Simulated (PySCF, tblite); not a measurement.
# C6H11ClOSi: geometry, infrared bands and NMR shifts

Wanted: the infrared bands and NMR shifts of C6H11ClOSi (`CC[SiH2]CCC(Cl)=C=O`), by calculation.

Programs: tblite 0.8.0 and PySCF 2.14.0, with density-fitted response routines of our own. Each step states its level of theory. These are calculated values for one molecule in the gas phase, unless marked as measured. Atoms count from 0, in the outputs and in this text.

## Step 1: Starting geometry

20 atoms, charge 0, multiplicity 1; geometry from: force field or distance geometry start.

Bonds of the start (Å): C0–C1 1.53, C1–Si2 1.87, Si2–C3 1.89, C3–C4 1.54, C4–C5 1.50, C5–Cl6 1.72, C5–C7 1.29, C7–O8 1.17, C0–H9 1.08, C0–H10 1.09, C0–H11 1.10, C1–H12 1.08, C1–H13 1.11, Si2–H14 1.50, Si2–H15 1.49, C3–H16 1.09, C3–H17 1.10, C4–H18 1.09, C4–H19 1.10.

## Step 2: Geometry optimisation with GFN2-xTB

Job settings and geometry (Å):

```
{"job": {"kind": "relax", "xc": "GFN2-xTB", "basis": "xTB"}, "charge": 0, "multiplicity": 1}
C      2.888500    -0.696400    -0.774400
C      2.447500     0.550000    -0.007800
Si     0.897000     0.367300     1.017500
C     -0.599500     0.007400    -0.082500
C     -1.929600    -0.125000     0.688600
C     -3.073100    -0.417700    -0.244600
Cl    -3.374000    -2.063500    -0.632700
C     -3.859300     0.458200    -0.778300
O     -4.571200     1.253900    -1.263400
H      3.804000    -0.495700    -1.314700
H      3.055000    -1.544400    -0.106300
H      2.115800    -0.994900    -1.501800
H      2.316200     1.375400    -0.693300
H      3.271800     0.833300     0.672600
H      0.626500     1.638600     1.757800
H      1.041800    -0.721400     2.017300
H     -0.674800     0.797800    -0.823000
H     -0.398000    -0.935700    -0.618700
H     -1.859700    -0.905800     1.451300
H     -2.129800     0.808900     1.233500
```

The run is started by

```
OMP_NUM_THREADS=1 python probes_run.py task.json out
```

This one command runs all jobs of the session in turn.

Standard output:

```text
step      E/eV     max force
  0    -782.27262    1.263
  1    -782.30874    2.543
  2    -782.32321    1.453
  3    -782.34350    0.179
  4    -782.34680    0.140
  5    -782.35183    0.274
  6    -782.35357    0.162
  7    -782.35500    0.077
  8    -782.35574    0.083
  9    -782.35636    0.081
 10    -782.35692    0.066
 11    -782.35756    0.052
 12    -782.35817    0.078
 13    -782.35867    0.076
 14    -782.35903    0.043
 15    -782.35932    0.042
 16    -782.35958    0.043
 17    -782.35988    0.043
 18    -782.36025    0.040
 19    -782.36067    0.051
 20    -782.36109    0.057
 21    -782.36146    0.052
 22    -782.36180    0.040
 23    -782.36212    0.045
 24    -782.36241    0.043
 25    -782.36262    0.032
 26    -782.36280    0.028
 27    -782.36295    0.033
 28    -782.36309    0.030
 29    -782.36323    0.024
 30    -782.36339    0.028
 31    -782.36361    0.033
 32    -782.36387    0.045
 33    -782.36417    0.047
 34    -782.36447    0.038
 35    -782.36479    0.042
 36    -782.36512    0.042
 37    -782.36546    0.049
 38    -782.36580    0.051
 39    -782.36617    0.046
 40    -782.36659    0.049
 41    -782.36695    0.041
 42    -782.36719    0.037
 43    -782.36734    0.028
 44    -782.36749    0.027
 45    -782.36767    0.033
 46    -782.36784    0.037
 47    -782.36798    0.033
 48    -782.36811    0.024
 49    -782.36825    0.024
 50    -782.36834    0.018
 51    -782.36840    0.019
 52    -782.36845    0.018
 53    -782.36852    0.028
 54    -782.36862    0.031
 55    -782.36873    0.024
 56    -782.36879    0.018
 57    -782.36885    0.017
 58    -782.36892    0.024
 59    -782.36901    0.022
 60    -782.36907    0.018
 61    -782.36911    0.018
 62    -782.36914    0.016
 63    -782.36918    0.015
 64    -782.36922    0.016
 65    -782.36925    0.010
```

Run time: 0.6 s. Hardware: 1 thread of Arm Neoverse V1, shared host; peak memory 0.18 GiB.

The steps of the relaxation: (not every step is listed)

```
step  energy from step 0 (eV)  largest force (eV/Å)
   0                   0.0000                1.2633
   1                  -0.0361                2.5432
   2                  -0.0506                1.4525
   3                  -0.0709                0.1788
   4                  -0.0742                0.1400
   5                  -0.0792                0.2745
   6                  -0.0810                0.1622
   7                  -0.0824                0.0771
   8                  -0.0831                0.0830
  13                  -0.0861                0.0764
  18                  -0.0876                0.0399
  23                  -0.0895                0.0454
  28                  -0.0905                0.0303
  33                  -0.0915                0.0474
  38                  -0.0932                0.0507
  43                  -0.0947                0.0277
  48                  -0.0955                0.0239
  53                  -0.0959                0.0280
  58                  -0.0963                0.0236
  60                  -0.0965                0.0180
  61                  -0.0965                0.0181
  62                  -0.0965                0.0158
  63                  -0.0966                0.0154
  64                  -0.0966                0.0155
  65                  -0.0966                0.0100
```

Distances of close pairs at the start and the end, largest changes first:

```
   bond  before (Å)  after (Å)  change (Å)
 C5–Cl6       1.718      1.755      +0.037
 C1–Si2       1.868      1.904      +0.036
Si2–H14       1.496      1.469      -0.027
  C3–C4       1.543      1.526      -0.017
Si2–H15       1.485      1.469      -0.016
 C1–H13       1.106      1.091      -0.015
 Si2–C3       1.892      1.907      +0.015
 C0–H11       1.102      1.087      -0.015
```

The next job starts from the end point, and lists it.

## Step 3: Harmonic vibrations with GFN2-xTB

Job settings and geometry (Å):

```
{"job": {"kind": "ir", "xc": "GFN2-xTB", "basis": "xTB"}, "charge": 0, "multiplicity": 1}
C      2.849639    -0.696289    -0.770074
C      2.469912     0.554975     0.015801
Si     0.895689     0.347823     1.065771
C     -0.578389    -0.035616    -0.081350
C     -1.911422    -0.039725     0.661316
C     -3.052144    -0.393612    -0.253405
Cl    -3.129549    -2.048144    -0.832307
C     -3.931852     0.435308    -0.724114
O     -4.733212     1.188088    -1.110055
H      3.767202    -0.535761    -1.333713
H      3.008177    -1.537810    -0.099814
H      2.064421    -0.963324    -1.473445
H      2.343324     1.385011    -0.681696
H      3.299773     0.830032     0.668014
H      0.627489     1.593062     1.797767
H      1.059888    -0.754086     2.023405
H     -0.626116     0.695776    -0.890236
H     -0.441177    -1.010720    -0.550608
H     -1.880187    -0.768204     1.473625
H     -2.106613     0.943297     1.092081
```

Standard output:

```text
mode    cm-1     km/mol
  1      18.4      0.03
  2      38.4      0.24
  3      57.0      0.40
  4      77.5      0.15
  5      82.1      0.41
  6     106.4      1.13
  7     152.4      0.71
  8     212.7      0.41
  9     228.5      0.12
 10     270.3      1.38
 11     292.9      2.55
 12     363.3     18.21
 13     398.6      4.93
 14     466.1     55.26
 15     538.1      1.53
 16     574.4      2.49
 17     643.9      8.60
 18     654.7     74.04
 19     717.8     25.50
 20     732.7    101.55
 21     746.3    123.11
 22     777.2    155.39
 23     790.1    269.71
 24     901.4     12.56
 25     980.8     27.22
 26    1008.8      2.10
 27    1021.4      7.69
 28    1064.9     22.28
 29    1077.5     11.57
 30    1125.0     11.97
 31    1224.2     32.71
 32    1242.1      3.62
 33    1257.5      3.26
 34    1293.1      3.19
 35    1316.7     35.85
 36    1387.5     22.95
 37    1418.2      0.36
 38    1457.9      2.62
 39    1476.4      1.17
 40    1487.0      0.55
 41    1509.4      1.94
 42    1514.0      2.72
 43    2211.9    398.24
 44    2220.8    174.65
 45    2268.0   1121.26
 46    2968.3     19.82
 47    2969.9     15.72
 48    2979.4     52.77
 49    2986.1     16.71
 50    2987.8     15.83
 51    2992.5     43.79
 52    3016.6     55.77
 53    3032.2     52.46
 54    3037.8     24.53
```

Run time: 1 s. Hardware: 1 thread of Arm Neoverse V1, shared host; peak memory 0.18 GiB.

Which atoms move in the most intense modes:

```
cm⁻¹  km/mol                                  atoms
 655    74.0  H14 25 %, H15 23 %, C1 16 %, H13 13 %
 733   101.5  H16 21 %, C3 15 %, H17 15 %, H15 13 %
 746   123.1            C3 20 %, H14 17 %, H15 13 %
 777   155.4           H14 30 %, H15 30 %, Si2 16 %
 790   269.7  Si2 22 %, C3 17 %, H14 17 %, H15 16 %
2212   398.2                     H14 52 %, H15 44 %
2221   174.7                     H15 53 %, H14 45 %
2268  1121.3              C7 69 %, O8 19 %, C5 11 %
```

## Step 4: Shielding tensors: PBE0/pcSseg-1

Settings changed since step 3:

```diff
@@ -1,2 +1,2 @@
-{"job": {"kind": "ir", "xc": "GFN2-xTB", "basis": "xTB"}, "charge": 0, "multiplicity": 1}
+{"job": {"kind": "nmr", "xc": "PBE0", "basis": "pcSseg-1"}, "charge": 0, "multiplicity": 1}
 C      2.849639    -0.696289    -0.770074
```

With the program's defaults for keys left out, this is: GIAO PBE0/pcSseg-1 NMR shielding, non-relativistic, gas phase.

Standard output:

```text
coarse grid: 17672 points
cycle   1  E = -1059.2554546184  dE =  1.049e+00  |g| = 7.312e-01  |ddm| = 4.103e+00
cycle   2  E = -1058.9345832593  dE =  3.209e-01  |g| = 1.498e+00  |ddm| = 1.616e+00
cycle   3  E = -1059.3560907446  dE = -4.215e-01  |g| = 2.430e-01  |ddm| = 1.175e+00
cycle   4  E = -1059.3691843041  dE = -1.309e-02  |g| = 7.001e-02  |ddm| = 2.503e-01
cycle   5  E = -1059.3702551100  dE = -1.071e-03  |g| = 2.093e-02  |ddm| = 7.902e-02
cycle   6  E = -1059.3703447205  dE = -8.961e-05  |g| = 6.498e-03  |ddm| = 2.228e-02
cycle   7  E = -1059.3703551997  dE = -1.048e-05  |g| = 1.215e-03  |ddm| = 6.712e-03
cycle   8  E = -1059.3703555194  dE = -3.196e-07  |g| = 2.767e-04  |ddm| = 1.488e-03
final grid: 161224 points
cycle   9  E = -1059.4341871293  dE = -2.592e-05  |g| = 1.311e-02  |ddm| = 2.725e-02
cycle  10  E = -1059.4340886995  dE =  9.843e-05  |g| = 2.580e-02  |ddm| = 2.696e-02
cycle  11  E = -1059.4342202262  dE = -1.315e-04  |g| = 3.584e-03  |ddm| = 1.946e-02
cycle  12  E = -1059.4342229878  dE = -2.762e-06  |g| = 3.503e-04  |ddm| = 2.878e-03
cycle  13  E = -1059.4342230136  dE = -2.576e-08  |g| = 8.003e-05  |ddm| = 4.277e-04
cycle  14  E = -1059.4342230150  dE = -1.412e-09  |g| = 2.842e-05  |ddm| = 1.171e-04
cycle  15  E = -1059.4342230152  dE = -1.878e-10  |g| = 7.761e-06  |ddm| = 3.513e-05
converged SCF energy = -1059.4342230152

GIAO shielding tensors (ppm)
atom      isotropic    diamagn.    paramagn.     s11        s22        s33       span
  0 C      175.450     247.080     -71.630    168.047    171.192    187.110     19.063
  1 C      180.090     252.594     -72.504    174.724    181.614    183.933      9.209
  2 Si     383.769     881.889    -498.120    347.985    374.694    428.627     80.641
  3 C      173.647     256.405     -82.758    147.223    180.621    193.095     45.872
  4 C      156.535     243.736     -87.201    148.020    155.543    166.044     18.024
  5 C      119.566     254.284    -134.717     87.066    134.811    136.823     49.757
  6 Cl     897.746    1143.463    -245.717    685.576    940.534   1067.129    381.553
  7 C      -33.107     259.550    -292.657    -92.353    -42.424     35.455    127.808
  8 O     -121.251     400.048    -521.299   -315.177   -222.172    173.596    488.773
  9 H       30.246      27.517       2.729     24.988     27.529     38.220     13.232
 10 H       30.753      29.614       1.139     26.621     28.763     36.875     10.255
 11 H       30.697      31.643      -0.946     25.301     31.015     35.775     10.474
 12 H       30.962      32.380      -1.418     26.898     28.949     37.039     10.141
 13 H       30.908      29.575       1.333     25.597     28.862     38.264     12.667
 14 H       27.596      30.744      -3.148     23.638     26.638     32.512      8.874
 15 H       27.721      30.541      -2.819     24.171     26.600     32.393      8.222
 16 H       31.341      34.877      -3.536     25.889     31.607     36.526     10.637
 17 H       29.928      33.371      -3.444     23.356     32.651     33.777     10.421
 18 H       29.535      28.860       0.675     23.254     30.426     34.925     11.672
 19 H       29.345      30.794      -1.449     23.137     29.438     35.460     12.323
```

Wall time 56 s (1 thread of Arm Neoverse V1, shared host); peak memory 0.99 GiB.

Shifts follow as δ = σ(reference) − σ, with reference shieldings (ppm) from runs at the same level and on the same kind of geometry: ¹H TMS 31.72, ¹³C TMS 186.9, ²⁹Si TMS 349.2, ¹⁷O H2O 336.1, ³⁵Cl HCl 950. The references are single molecules in the gas phase, so shifts against H2O, NH3, PH3, H3PO4 or CFCl3 are not on the usual liquid scales and can be off by tens of ppm. Atoms listed in one row are averaged.

```
       atoms                          environment  σ (ppm)  δ (ppm)  δ scaled to CDCl3
          C7           central carbon of a ketene    -33.1    220.0              212.8
          C5          terminal carbon of a ketene    119.6     67.4               63.8
          C4                      allylic sp3 CH2    156.5     30.4               27.7
          C3                 sp3 CH2 bonded to Si    173.6     13.3               11.0
          C0                        methyl carbon    175.4     11.5                9.3
          C1                 sp3 CH2 bonded to Si    180.1      6.8                4.8
    H14, H15  hydrogen on a silicon bonded to 2 C    27.66     4.06                  –
    H18, H19       hydrogen on an allylic sp3 CH2    29.44     2.28               2.25
H9, H10, H11          hydrogen on a methyl carbon    30.57     1.15               1.19
    H16, H17  hydrogen on an sp3 CH2 bonded to Si    30.63     1.08               1.13
    H12, H13  hydrogen on an sp3 CH2 bonded to Si    30.93     0.78               0.84
         Si2           silicon bonded to 2 C, 2 H    383.8    -34.6                  –
         Cl6                 chlorine bonded to C      898       52                  –
          O8                      carbonyl oxygen   -121.3    457.3                  –
```

The scaled column applies a straight-line fit of computed shieldings to shifts measured in CDCl3, with any fitted terms for Cl, Br or S neighbours (root-mean-square error 0.16 ppm for H, 1.9 ppm for C).

Charges from the same density, by scheme (e):

```
atoms  Mulliken    IAO  Hirshfeld  ESP fit
   C0     -0.30  -0.41      -0.12    -0.20
   C1     -0.57  -0.53      -0.15     0.02
  Si2      0.67   0.75       0.34     0.25
   C3     -0.54  -0.54      -0.16    -0.08
   C4     -0.10  -0.24      -0.07     0.04
   C5     -0.42  -0.21      -0.05    -0.60
  Cl6     -0.04  -0.02      -0.02     0.01
   C7      0.50   0.42       0.18     0.65
   O8     -0.26  -0.27      -0.14    -0.33
```

Mayer bond orders: C0–C1 1.05, C1–Si2 0.93, Si2–C3 0.89, C3–C4 1.03, C4–C5 1.01, C5–Cl6 1.06, C5–C7 1.66, C7–O8 2.15.

## Step 5: Summary of results

| quantity | value |
| --- | --- |
| strongest single infrared mode (GFN2-xTB) | 2268 cm⁻¹, 1121 km/mol |
| zero-point energy (GFN2-xTB) | 94.9 kcal/mol |
| ¹³C shifts against TMS (PBE0/pcSseg-1) | 220.0, 67.4, 30.4, 13.3, 11.5, 6.8 ppm |
| ¹H shifts against TMS (PBE0/pcSseg-1, means over atoms taken as alike) | 4.06, 2.28, 1.15, 1.08, 0.78 ppm |
| ²⁹Si shifts against TMS (PBE0/pcSseg-1) | -34.6 ppm |
| ³⁵Cl shifts against HCl (PBE0/pcSseg-1) | 52 ppm |
| ¹⁷O shifts against H2O (PBE0/pcSseg-1) | 457.3 ppm |

**Reading.** Over 65 steps the energy fell by 0.097 eV; of the close pairs, C5–Cl6 changed most, 1.718 to 1.755 Å. No mode is imaginary among the 54: a minimum at this level. The strongest single mode, at 2268 cm⁻¹, moves mainly C7. GFN2-xTB is a fitted tight-binding method: band positions and strengths are rough. Its intensities can rank the bands wrongly. At PBE0/pcSseg-1: The largest span, 489 ppm, is at O8, where the paramagnetic term is -521 ppm.
